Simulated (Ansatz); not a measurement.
# InBAs2: a single-point run

The task is a single-point run on InBAs2. The structure is shown as the input types it. The cell is built on a prototype (ordering on zincblende) and needn't be the phase found in nature.

Method: density functional or hybrid calculation with the settings of its input, plane waves (as first typed), in Ansatz 0.2.0.

3 further runs of the same task are left out: 3 that didn't finish.

## Step 1: The structure to begin with

It takes space group P-4m2 (No. 115, tetragonal). Conventional cell: a = 3.758 Å, b = 3.758 Å, c = 5.760 Å, α = 90.00°, β = 90.00°, γ = 90.00°. B (site symmetry -4m2) has 4 As at 2.19 Å as nearest neighbours. As (site symmetry 2mm) is surrounded by 2 B at 2.19 Å and 2 In at 2.57 Å. In (site symmetry -4m2) has 4 As at 2.57 Å as nearest neighbours.

As a file:

```
CELL_PARAMETERS angstrom
3.75787 0.00000 0.00000
0.00000 3.75787 0.00000
0.00000 0.00000 5.75974
ATOMIC_POSITIONS crystal
B 0.00000 0.00000 0.00000
As 0.00000 0.50000 0.19438
In 0.50000 0.50000 0.50000
As 0.50000 0.00000 0.80562
```

## Step 2: Running it

File input.yaml:

```yaml
crystal:
  lattice:
    - [3.7578725943, 0.0, 0.0]
    - [0.0, 3.7578725943, 0.0]
    - [0.0, 0.0, 5.7597366685]
  atoms:
    - { symbol: B, position: [0.0, 0.0, 0.0] }
    - { symbol: As, position: [0.0, 0.5, 0.1943776313] }
    - { symbol: In, position: [0.5, 0.5, 0.5] }
    - { symbol: As, position: [0.5, 0.0, 0.8056223687] }
kpoints:
  mp_grid: { grid: [6, 6, 4] }
hamiltonian:
  xc: pbe
scf:
  occupations: { method: fermi_dirac, width: 0.02 }
  n_extra_bands: 5
  max_iter: 63
output:
  forces: true
  stress: true
  eigenvalues: true
basis:
  ecutrho_ratio: 1
```

Started as:

```bash
$ ansatz run input.yaml --threads 4 --pin off --max-ram 3686MiB --backend cpu --events-out ev --progress --plain --runs-dir out
```

What happens when this is run?

The run converged and reported no error, with warnings (cutoff below recommended). Its log warns: «basis.ecutrho_ratio = 1 (ecutrho = 420 eV) is below the records' recommended 1680 eV»

The suspect setting: basis.ecutrho_ratio is 1. The density grid can't hold the products of the orbitals.

Run again and compare: delete basis.ecutrho_ratio (the default then holds).
